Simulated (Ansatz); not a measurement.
# AlBF2H2: one species, many methods

The task here is to estimate one member of a computed series from the others.

Computed with Ansatz 0.2.0, Gaussian basis. Level: functionals in def2-TZVPP, the program's frozen cores in correlated methods.

Levels to be run: LDA (SPW92), PBE-D4, revPBE-D4, BLYP-D4, r2SCAN-D4, B97M-V, PBE0-D4, B3LYP-D4, r2SCANh-D4, r2SCAN0-D4, HSE06-D4, BHLYP-D4, CAM-B3LYP-D4, LC-ωPBE, ωB97X-V, ωB97M-V, B2PLYP, PBE-QIDH; CCSD(T)/def2-SVP; CCSD(T)/def2-TZVPP; MP2/def2-QZVPP; extrapolation to the limit; RPA on PBE.

## The relaxed structure

All runs share one geometry, relaxed beforehand with PBE0-D4 in a triple-zeta def2 set.

6 atoms, charge 0, spin multiplicity 1.

Atoms are counted from 1 here; the program's logs count them from 0.

Bond lengths: F1–B2 1.327 Å, B2–Al3 2.163 Å, B2–H5 1.207 Å, Al3–F4 1.656 Å, Al3–H6 1.585 Å. Angles: F1–B2–Al3 119.9°, F1–B2–H5 114.7°, Al3–B2–H5 125.4°, B2–Al3–F4 116.3°, B2–Al3–H6 127.8°, F4–Al3–H6 115.8°.

Set-up of the first run:

in.yaml

```yaml
crystal:
  periodic: [false, false, false]
  atoms:
    - {symbol: F, position_ang: [1.185377, -0.904880, -1.540497]}
    - {symbol: B, position_ang: [0.718795, 0.148659, -0.883251]}
    - {symbol: Al, position_ang: [-0.580280, -0.132854, 0.822849]}
    - {symbol: F, position_ang: [-2.192553, 0.149712, 0.571616]}
    - {symbol: H, position_ang: [1.082783, 1.215056, -1.315847]}
    - {symbol: H, position_ang: [-0.172022, -0.539792, 2.298930]}
basis:
  gaussian: {orbitals: def2-TZVPP}
hamiltonian: {xc: lda}
output: {orbitals: {seedname: orbitals}}
```

The run is started by

```console
$ ansatz run in.yaml --threads 2 --pin off --events-out ev --progress --plain --max-ram 4352MiB
```

Steps of the session up to this table: LDA; PBE-D4 (GGA); revPBE-D4 (GGA); BLYP-D4 (GGA); r2SCAN-D4 (meta-GGA); B97M-V (meta-GGA); PBE0-D4 (hybrid); B3LYP-D4 (hybrid); r2SCANh-D4 (hybrid); r2SCAN0-D4 (hybrid); HSE06-D4 (hybrid); BHLYP-D4 (hybrid); CAM-B3LYP-D4 (range-separated); LC-ωPBE (range-separated); ωB97X-V (range-separated); ωB97M-V (range-separated); B2PLYP (double hybrid); PBE-QIDH (double hybrid).

One of the session's tables, all rows but one given; the rest of the session is left out.

It belongs to the step «Orbital energies across the functionals». 

| functional | HOMO (eV) | LUMO (eV) | gap (eV) |
| --- | --- | --- | --- |
| LDA (SPW92) | -6.41 | -3.28 | 3.14 |
| PBE-D4 | -6.32 | -3.00 | 3.32 |
| revPBE-D4 | -6.27 | -2.88 | 3.39 |
| BLYP-D4 | -6.24 | -2.83 | 3.41 |
| r2SCAN-D4 | -6.57 | -2.69 | 3.88 |
| B97M-V | -6.63 | -2.88 | 3.74 |
| PBE0-D4 | -7.60 | -2.05 | 5.56 |
| B3LYP-D4 | -7.43 | -2.25 | 5.18 |
| r2SCANh-D4 | -7.05 | -2.35 | 4.69 |
| r2SCAN0-D4 | -7.76 | -1.87 | 5.90 |
| HSE06-D4 | -7.20 | -2.43 | 4.77 |
| BHLYP-D4 | -8.83 | -1.09 | 7.74 |
| CAM-B3LYP-D4 | ? | ? | ? |
| LC-ωPBE | -10.28 | 0.23 | 10.50 |
| ωB97X-V | -9.94 | 0.12 | 10.06 |
| ωB97M-V | -9.73 | -0.15 | 9.58 |

Estimate the missing values for CAM-B3LYP-D4.

As computed: HOMO (eV): -8.99; LUMO (eV): -0.96; gap (eV): 8.03. In the column «HOMO (eV)» it lies between ωB97M-V (-9.73) and BHLYP-D4 (-8.83).
